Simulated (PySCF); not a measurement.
# HF/6-31G(d) (spherical functions) run of GeH2BrCl (SMILES [Cl][GeH2][Br])

Aim: a structure relaxation of GeH2BrCl. Input form: a Python script.

The calculation is run with PySCF 2.14.0.

### 1 The structure to begin with

GeH2BrCl: 5 atoms, total charge 0, spin state singlet. As SMILES, `[Cl][GeH2][Br]`. The coordinates come from a PBE0-D4/def2-TZVP relaxation. The run starts from this shape.

Bond lengths: Cl1–Ge2 2.141 Å, Ge2–Br3 2.293 Å, Ge2–H4 1.529 Å, Ge2–H5 1.529 Å. Angles: Cl1–Ge2–Br3 108.7°, Cl1–Ge2–H4 108.0°, Cl1–Ge2–H5 108.0°, Br3–Ge2–H4 108.3°, Br3–Ge2–H5 108.3°, H4–Ge2–H5 115.4°.

### 2 A geometry optimisation at HF/6-31G(d) (spherical functions)

input.py

```python
# [Cl][GeH2][Br]
from pyscf import gto, scf
from pyscf.geomopt.geometric_solver import kernel as optimise

molecule = gto.M(
    atom=[
    ('Cl', (-1.724600, 0.413900, 1.007300)),
    ('Ge', (0.005200, 0.029700, -0.194800)),
    ('Br', (1.631600, -0.892800, 1.133200)),
    ('H', (-0.380900, -0.993400, -1.263200)),
    ('H', (0.518600, 1.369000, -0.723800)),
],
    verbose=3,
    charge=0,
    max_memory=1860,
    basis='6-31g*',
)

calc0 = scf.RHF(molecule)
calc0.conv_tol = 1e-10
converged, mol_eq = optimise(calc0, maxsteps=60, convergence_set='GAU_TIGHT')
print('converged:', converged)
print(mol_eq.tostring())

calc0.reset(mol_eq)
molecule = mol_eq
calc0.kernel()
if not calc0.converged:
    calc0 = calc0.newton().run(calc0.mo_coeff, calc0.mo_occ)
etot = calc0.e_tot
print('E = %.10f Eh' % etot)
```

Launch:

```
$ OMP_NUM_THREADS=1 python input.py
```

Output:

```text
convergence_set           GAU_TIGHT
maxiter                   60
----------------------------------------------------------
Custom engine selected.
Bonds will be generated from interatomic distances less than 1.20 times sum of covalent radii
15 internal coordinates being used (instead of 15 Cartesians)
Internal coordinate system (atoms numbered from 1):
Distance 1-2
Distance 2-3
Distance 2-4
Distance 2-5
Angle 1-2-3
Angle 1-2-4
Angle 1-2-5
Angle 3-2-4
Angle 3-2-5
Angle 4-2-5
Translation-X 1-5
Translation-Y 1-5
Translation-Z 1-5
Rotation-A 1-5
Rotation-B 1-5
Rotation-C 1-5
> ===== Optimization Info: ====
> Job type: Energy minimization
> Maximum number of optimization cycles: 60
> Initial / maximum trust radius (Angstrom): 0.100 / 0.300
> Convergence Criteria:
> Will converge when all 5 criteria are reached:
>  |Delta-E| < 1.00e-06
>  RMS-Grad  < 1.00e-05
>  Max-Grad  < 1.50e-05
>  RMS-Disp  < 4.00e-05
>  Max-Disp  < 6.00e-05
> === End Optimization Info ===

Geometry optimization cycle 1
Cartesian coordinates (Angstrom)
 Atom        New coordinates             dX        dY        dZ
  Cl  -1.724600   0.413900   1.007300    0.000000 -0.000000  0.000000
[... 5 lines left out ...]
WARN: Mole.unit (angstrom) is changed to Bohr
[... 1 line left out ...]
converged SCF energy = -5107.90544912928
[... 9 lines left out ...]
Step    0 : Gradient = 3.927e-03/5.614e-03 (rms/max) Energy = -5107.9054491293
[... 10 lines left out ...]
converged SCF energy = -5107.90556891137
[... 20 lines left out ...]
converged SCF energy = -5107.90557261764
[... 20 lines left out ...]
converged SCF energy = -5107.9055728167
[... 20 lines left out ...]
converged SCF energy = -5107.90557282812
[... 12 lines left out ...]
Geometry optimization cycle 6
Cartesian coordinates (Angstrom)
 Atom        New coordinates             dX        dY        dZ
  Cl  -1.737067   0.418448   1.008098   -0.000018  0.000010 -0.000014
  Ge   0.005706   0.029766  -0.195974   -0.000008  0.000002  0.000004
  Br   1.644253  -0.898158   1.135582    0.000020 -0.000001 -0.000027
   H  -0.379576  -0.988606  -1.263181    0.000006  0.000000  0.000020
   H   0.516584   1.364950  -0.725824    0.000001 -0.000011  0.000017
converged SCF energy = -5107.90557282845
--------------- RHF_Scanner gradients ---------------
         x                y                z
0 Cl    -0.0000007804     0.0000000141     0.0000012374
1 Ge     0.0000018667    -0.0000004014    -0.0000013897
2 Br    -0.0000008220     0.0000002695     0.0000001900
3 H     0.0000001365     0.0000007653     0.0000001453
4 H    -0.0000004008    -0.0000006474    -0.0000001829
----------------------------------------------
cycle 6: E = -5107.90557283  dE = -3.31056e-10  norm(grad) = 3.12092e-06
Step    5 : Displace = 2.329e-05/3.020e-05 (rms/max) Trust = 3.000e-01 (+) Grad = 1.396e-06/2.362e-06 (rms/max) E (change) = -5107.9055728285 (-3.311e-10) Quality = 1.195
Hessian Eigenvalues: 4.99950e-02 5.00000e-02 5.00000e-02 ... 1.91971e-01 2.06758e-01 2.36045e-01
Converged! =D

converged: True
Cl         -1.73706716        0.41844824        1.00809774
Ge          0.00570636        0.02976564       -0.19597411
Br          1.64425311       -0.89815839        1.13558181
H          -0.37957599       -0.98860570       -1.26318147
H           0.51658368        1.36495021       -0.72582396
converged SCF energy = -5107.90557282847
E = -5107.9055728285 Eh
```

Run time: 1.7 min. Hardware: 1 thread of Arm Neoverse V1, shared host; peak memory 0.19 GiB.

Steps, from the record of the run:

| step | energy from the first frame kept (eV) | largest force (eV/Å) |
| --- | --- | --- |
| 0 | 0.0000 | 0.2887 |
| 1 | -0.0033 | 0.0428 |
| 2 | -0.0034 | 0.0128 |
| 3 | -0.0034 | 0.0023 |
| 4 | -0.0034 | 0.0003 |
| 5 | -0.0034 | 0.0001 |

After the run. Bond lengths: Cl1–Ge2 2.154 Å, Ge2–Br3 2.306 Å, Ge2–H4 1.525 Å, Ge2–H5 1.525 Å. Angles: Cl1–Ge2–Br3 109.0°, Cl1–Ge2–H4 107.9°, Cl1–Ge2–H5 107.9°, Br3–Ge2–H4 108.4°, Br3–Ge2–H5 108.4°, H4–Ge2–H5 115.2°.

### 3 Results

At HF/6-31G* (spherical functions):

| quantity | value |
| --- | --- |
| total energy at the end | -5107.90557 Eh |
| dipole moment | 2.45 D |
| HOMO energy | -11.57 eV |
| LUMO energy | 2.38 eV |
| HOMO–LUMO gap | 13.95 eV |

In words: At the final geometry: Bond lengths: Cl1–Ge2 2.154 Å, Ge2–Br3 2.306 Å, Ge2–H4 1.525 Å, Ge2–H5 1.525 Å. Angles: Cl1–Ge2–Br3 109.0°, Cl1–Ge2–H4 107.9°, Cl1–Ge2–H5 107.9°, Br3–Ge2–H4 108.4°, Br3–Ge2–H5 108.4°, H4–Ge2–H5 115.2°. The optimisation took 5 steps and changed the energy by -0.003 eV.
